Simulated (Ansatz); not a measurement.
# TaAs (I4_1md) in Ansatz: notebook, part 2 of 2

Ansatz 0.2.0. The steps go on from the part before.

### Step 5. Band structure, PBE

The input, input.yaml:

```yaml
crystal:
  lattice:
    - [-1.7218133622, 1.7218133622, 5.8679415361]
    - [1.7218133622, -1.7218133622, 5.8679415361]
    - [1.7218133622, 1.7218133622, -5.8679415361]
  atoms:
    - { symbol: Ta, position: [0.4999673, 0.4999673, 0.0] }
    - { symbol: Ta, position: [0.2499673, 0.7499673, 0.5] }
    - { symbol: As, position: [0.08263212, 0.08263212, 0.0] }
    - { symbol: As, position: [0.83263212, 0.33263212, 0.5] }
kpoints:
  mp_grid: { grid: [11, 11, 11] }
  band_path:
    path:
      - [0.0, 0.0, 0.0]
      - [-0.5, 0.5, 0.0]
      - [-0.5, 0.5, -0.0430497462]
      - [-0.2715248731, 0.2715248731, -0.2715248731]
      - [0.0, 0.0, 0.0]
      - [0.5, 0.5, -0.5]
      - [0.2715248731, 0.7284751269, -0.7284751269]
      - [0.0, 0.5, -0.5]
    npoints: 10
scf:
  occupations: { method: fermi_dirac, width: 0.05 }
hamiltonian:
  xc: pbe
  pseudopotentials: { kind: all_electron, lapw: { basis_error: 0.002 } }
output:
  forces: true
  stress: true
  eigenvalues: true
```

Potentials or basis: all-electron LAPW, scalar-relativistic.

Run with:

```
$ ansatz run input.yaml --threads 2 --pin off --max-ram 8192MiB --backend cpu --events-out ev --progress --plain --runs-dir out
```

The program printed:

```text
Warning: RAYON_NUM_THREADS=2 ignored (pool sized by the plan → 2); use --threads N
LAPW: plane waves up to 8.449 Å⁻¹, error target 2.0e-3 eV per atom; small_component_spin mean_spin; As in spheres of 1.244 Å, 23 of its electrons in bands, Dirac shells []; Ta in spheres of 1.368 Å, 43 of its electrons in bands, Dirac shells [] (how accurate: hamiltonian.pseudopotentials.lapw.basis_error, Limitations)
Engine: ansatz 0.2.0, x86_64-unknown-linux-gnu
Pseudopotentials: kind: all_electron
Pseudopotential: Ta, LAPW, valence charge 43, lapw/all_electron/scalar/gaussian/Ta, Koelling and Harmon's equation, gaussian nucleus
Pseudopotential: As, LAPW, valence charge 23, lapw/all_electron/scalar/gaussian/As, Koelling and Harmon's equation, gaussian nucleus
Functional definition: PBE
  parameter kappa = 0.804
  parameter beta = 0.06672455060314922
  exchange = pbe_x(kappa = kappa, mu = beta*pi^2/3)
  correlation = pbe_c(beta = beta)
Crystal: 4 atoms, lattice volume = 69.585 Å³
[... 45 lines left out ...]
  atom   2  Ta    -0.00000000     0.00000000     0.02487887
  atom   3  As     0.00000000    -0.00000000    -0.02487912
  atom   4  As     0.00000000     0.00000000    -0.02487912
  max |Σ_I F_I| component: 5.03e-7 eV/Å
--- Stress (GPa, compression-positive) ---
        2.542868       0.000000      -0.000000
        0.000000       2.542868      -0.000000
       -0.000000      -0.000000       1.498901
  P = ⅓ Tr σ = 2.1949 GPa (21.949 kbar)
--- Band table (eV; the first three rows and the last of 126) ---
  k-point 0: bands = ["-375.1137", "-375.1137", "-375.0957", "-375.0957", "-375.0911", "-375.0911", "-196.6626", "-196.6626", "-196.6579", "-196.6579", "-196.6566", "-196.6566", "-196.6403", "-196.6403", "-196.6392", "-196.6392", "-164.6444", "-164.6444", "-108.0249", "-108.0248", "-108.0190", "-108.0190", "-108.0116", "-108.0116", "-47.6789", "-47.6689", "-15.1251", "-15.1251", "-15.0957", "-15.0904", "-15.0792", "-15.0788", "-15.0788", "-15.0778", "-15.0747", "-15.0674", "-14.2821", "-14.2084", "-14.2084", "-14.0885", "-14.0885", "-14.0362", "0.4576", "0.4591", "0.4602", "0.4602", "0.4621", "0.4621", "0.4716", "0.4716", "0.4717", "0.4768", "0.4906", "0.4966", "0.5012", "0.5012", "6.6496", "9.1478", "13.6756", "17.5284", "18.1811", "18.1811", "18.3058", "18.7028", "19.0163", "19.0163", "21.5771", "22.2387", "22.9780", "23.7444", "23.7444", "24.0063", "24.7411", "24.7411", "24.9156", "26.0844", "29.2928", "30.6758", "31.8254", "32.1367"]
  k-point 1: bands = ["-375.1137", "-375.1137", "-375.0957", "-375.0957", "-375.0911", "-375.0911", "-196.6626", "-196.6626", "-196.6579", "-196.6579", "-196.6566", "-196.6566", "-196.6403", "-196.6403", "-196.6392", "-196.6392", "-164.6444", "-164.6444", "-108.0249", "-108.0248", "-108.0190", "-108.0190", "-108.0116", "-108.0116", "-47.6780", "-47.6684", "-15.1286", "-15.1266", "-15.0949", "-15.0883", "-15.0874", "-15.0830", "-15.0777", "-15.0746", "-15.0706", "-15.0672", "-14.2751", "-14.2200", "-14.2169", "-14.1018", "-14.0940", "-14.0348", "0.4582", "0.4593", "0.4603", "0.4604", "0.4618", "0.4619", "0.4707", "0.4713", "0.4719", "0.4765", "0.4913", "0.4970", "0.5007", "0.5007", "6.8687", "9.2317", "13.8190", "17.0756", "17.8914", "17.9134", "17.9662", "18.5642", "19.1973", "19.3673", "21.2173", "21.7744", "23.1980", "23.3235", "23.8544", "24.2354", "24.5300", "24.9385", "26.0738", "27.5124", "29.0756", "30.1870", "31.4289", "31.8257"]
  k-point 2: bands = ["-375.1137", "-375.1137", "-375.0957", "-375.0957", "-375.0911", "-375.0911", "-196.6626", "-196.6626", "-196.6579", "-196.6579", "-196.6566", "-196.6566", "-196.6403", "-196.6403", "-196.6392", "-196.6392", "-164.6444", "-164.6444", "-108.0249", "-108.0249", "-108.0190", "-108.0190", "-108.0116", "-108.0116", "-47.6755", "-47.6672", "-15.1376", "-15.1248", "-15.1016", "-15.0970", "-15.0877", "-15.0866", "-15.0740", "-15.0732", "-15.0663", "-15.0660", "-14.2701", "-14.2405", "-14.2326", "-14.1343", "-14.1103", "-14.0336", "0.4598", "0.4599", "0.4600", "0.4608", "0.4615", "0.4619", "0.4695", "0.4705", "0.4716", "0.4756", "0.4930", "0.4978", "0.4997", "0.4997", "7.4711", "9.4137", "14.3074", "16.0649", "16.8061", "17.1758", "17.4373", "18.8326", "19.6519", "19.8194", "20.9191", "21.0512", "22.7617", "23.6214", "24.1704", "24.4444", "24.6721", "26.0483", "27.8327", "28.6001", "29.1582", "29.8935", "31.2410", "31.4264"]
  k-point 125: bands = ["-375.1137", "-375.1137", "-375.0957", "-375.0957", "-375.0911", "-375.0911", "-196.6626", "-196.6626", "-196.6579", "-196.6579", "-196.6566", "-196.6566", "-196.6403", "-196.6403", "-196.6392", "-196.6392", "-164.6444", "-164.6444", "-108.0249", "-108.0249", "-108.0190", "-108.0190", "-108.0116", "-108.0116", "-47.6736", "-47.6734", "-15.1324", "-15.1323", "-15.0893", "-15.0879", "-15.0838", "-15.0796", "-15.0760", "-15.0739", "-15.0697", "-15.0688", "-14.2394", "-14.2180", "-14.1582", "-14.1568", "-14.0870", "-14.0727", "0.4577", "0.4582", "0.4602", "0.4612", "0.4614", "0.4625", "0.4703", "0.4705", "0.4741", "0.4742", "0.4945", "0.4948", "0.5014", "0.5019", "7.7270", "7.7462", "16.0172", "16.0895", "17.3069", "17.6390", "17.8012", "18.2529", "19.3675", "19.9086", "21.5812", "22.3405", "22.6399", "22.9847", "23.6753", "23.8913", "24.7995", "25.7511", "26.8435", "27.5969", "28.2219", "28.7194", "31.1220", "31.2481"]
```

It took 1.9 min on 2 threads of Intel Xeon 6975P-C (Granite Rapids), shared host; peak memory 1.3 GiB.

Results:

```yaml
Free_energy: -972188.2291 eV
Pressure: 2.2 GPa
Largest_force: 0.025 eV/Å
Band_gap_along_the_path: none (metal or under the smearing width)
```

Forces on the atoms (eV/Å):
```
Ta   0.000  0.000  0.025
Ta   0.000  0.000  0.025
As   0.000  0.000 -0.025
As   0.000  0.000 -0.025
```

Levels at the corners of the path, in eV from the Fermi level:
```tsv
point	band 64	band 65	band 66	band 67	band 68	band 69
Γ	-1.95	-1.63	-1.63	0.93	1.59	2.33
X	-3.21	-1.12	-1.12	2.83	2.83	3.08
Y	-3.18	-1.14	-1.14	2.66	2.66	2.99
S	-2.41	-1.76	-0.09	0.07	1.71	2.15
Γ	-1.95	-1.63	-1.63	0.93	1.59	2.33
Z	-2.79	-0.92	-0.92	1.24	1.24	2.29
S1	-2.41	-1.76	-0.09	0.07	1.71	2.15
N	-2.33	-1.58	-0.28	0.14	1.38	2.25
```

Caveat: spin-orbit coupling is left out, which moves the levels of the heavy elements.

### Step 6. Overview

```tsv
level	pressure (GPa)	largest force (eV/Å)
PBEsol	-3.8	0.02
LDA	-7.5	0.02
r2SCAN	-0.5	-
PBE	2.2	0.02
```

Alike in all rows: task band structure; potentials or basis all-electron LAPW, scalar-relativistic; no spin polarisation; cell as given; k mesh 11 × 11 × 11; cutoff (eV) 272; smearing fermi-dirac 0.05 eV; basis error allowed 0.002 eV/atom.

The pressure there spans -7.5 GPa (LDA) to 2.2 GPa (PBE); a positive pressure means that this level wants a larger cell, a negative one a smaller.

Caveats: spin-orbit coupling is left out, which moves the levels of the heavy elements.

Compare energies only between runs with the same functional and basis.
